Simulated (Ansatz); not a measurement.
# GaSb: a single-point run

Wanted: a converged single-point run for GaSb, and a check of what comes out. The structure is shown as the input types it.

The COD entry's cell or inner coordinates are ideal or old and differ from later refinements, so a difference from it is no clean test against experiment.

Method: density functional or hybrid calculation with the settings of its input, plane waves (as first typed), in Ansatz 0.2.0.

6 further runs of the same task are left out: 1 for a known fault of the program, 5 that didn't finish.

### Step 1. The starting structure

The structure is cubic, space group F-43m (No. 216). The conventional cell has a = 6.132 Å, b = 6.132 Å, c = 6.132 Å, α = 90.00°, β = 90.00°, γ = 90.00°. Around Ga (site symmetry -43m) lie 4 Sb at 2.66 Å. Sb (site symmetry -43m) has 4 Ga at 2.66 Å as nearest neighbours.

The input asks for a charge of -2 e on the cell.

As a file:

```
CELL_PARAMETERS angstrom
0.00000 3.06588 3.06588
3.06588 0.00000 3.06588
3.06588 3.06588 0.00000
ATOMIC_POSITIONS crystal
Ga 0.00000 0.00000 0.00000
Sb 0.25000 0.25000 0.25000
```

### Step 2. The run

input.yaml reads:

```yaml
crystal:
  lattice:
    - [0.0, 3.0658848213, 3.0658848213]
    - [3.0658848213, 0.0, 3.0658848213]
    - [3.0658848213, 3.0658848213, 0.0]
  atoms:
    - { symbol: Ga, position: [0.0, 0.0, 0.0] }
    - { symbol: Sb, position: [0.25, 0.25, 0.25] }
kpoints:
  mp_grid: { grid: [6, 6, 6] }
hamiltonian:
  xc: pbe
scf:
  occupations: { method: fermi_dirac, width: 0.02 }
  n_extra_bands: 4
  max_iter: 68
output:
  forces: true
  stress: true
  eigenvalues: true
total_charge: -2
```

Command:

```console
$ ansatz run input.yaml --threads 4 --pin off --max-ram 3686MiB --backend cpu --events-out ev --progress --plain --runs-dir out
```

What happens when this is run?

This run ends as converged. Convergence says nothing about whether the input makes sense.

The suspect setting: total_charge is -2. The typed charge changes the electron count, so this is no longer the system that was meant.

The test: delete total_charge (the default then holds).
